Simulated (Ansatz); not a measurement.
BiS:

```
Bi S
1.0
     4.00294    0.00000    0.00000
     0.00000    4.00294    0.00000
     0.00000    0.00000    4.00294
Bi S
1 1
Direct
  0.50000 0.50000 0.50000
  0.00000 0.00000 0.00000
```

The cell was built by a generator and needn't be a form met in nature.

Base run:

* Program: Ansatz 0.2.0
* Functional: PBEsol
* Potentials or basis: all-electron LAPW, relativistic spinors
* Cutoff: 125 eV (chosen from the basis error)
* Basis error allowed: 0.001 eV/atom
* k mesh: 5 × 5 × 5
* Occupations: fermi-dirac, width 0.05 eV
* Spin: spin-orbit coupling, no magnetisation

Its results: pressure -11.0 GPa.

Q: The run is repeated on the same cell with these changes: potentials or basis from all-electron LAPW, relativistic spinors to all-electron LAPW, scalar-relativistic; spin from spin-orbit coupling, no magnetisation to no spin polarisation. What comes out?

A: Pressure -12.8 GPa.

Caveats: the k mesh is thin for a metal, which can move the energy by tens of meV per atom.
